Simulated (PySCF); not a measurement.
# CH6NOPSi: the cost of one run

The runs use PySCF 2.14.0, with density-fitted response routines of our own; the level of theory stands in each step. All values are computed, except where a source is named. Atoms count from 0, in the outputs and in this text.

## 1. Starting geometry

11 atoms, charge 0, multiplicity 1; geometry from: PBE0-D3(BJ)/def2-SVP.

Bonds of the start (Å): C0–N1 1.26, N1–Si2 1.75, Si2–O3 1.66, Si2–P4 2.26, C0–H5 1.11, C0–H6 1.11, Si2–H7 1.49, O3–H8 0.96, P4–H9 1.43, P4–H10 1.43.

## 2. Nuclear shieldings: PBE0/6-31G*

The job: settings as JSON, then the geometry in Å.

```
{"job": {"kind": "nmr", "xc": "PBE0", "basis": "6-31G*", "pop": true}, "charge": 0, "multiplicity": 1}
C     -1.430692    -1.259767     0.631873
N     -0.684237    -0.249481     0.753604
Si     0.055877     0.653815    -0.553033
O     -0.286347     2.259302    -0.316857
P      2.278845     0.241756    -0.527194
H     -1.843173    -1.767158     1.524558
H     -1.727483    -1.711084    -0.340103
H     -0.481459     0.307570    -1.902939
H     -0.207752     2.574738     0.588955
H      2.302755     0.076979     0.892941
H      2.062060    -1.151953    -0.767536
```

With the program's defaults for keys left out, this is: GIAO PBE0/6-31G* NMR shielding, non-relativistic, gas phase.

Launch:

```console
> OMP_NUM_THREADS=1 python probes_run.py task.json out
```

This one command runs all jobs of the session in turn.

Q: Estimate the wall time and peak memory of this first job on 1 thread of Arm Neoverse V2, shared host.

About 8.4 s, with a peak of 0.49 GiB.
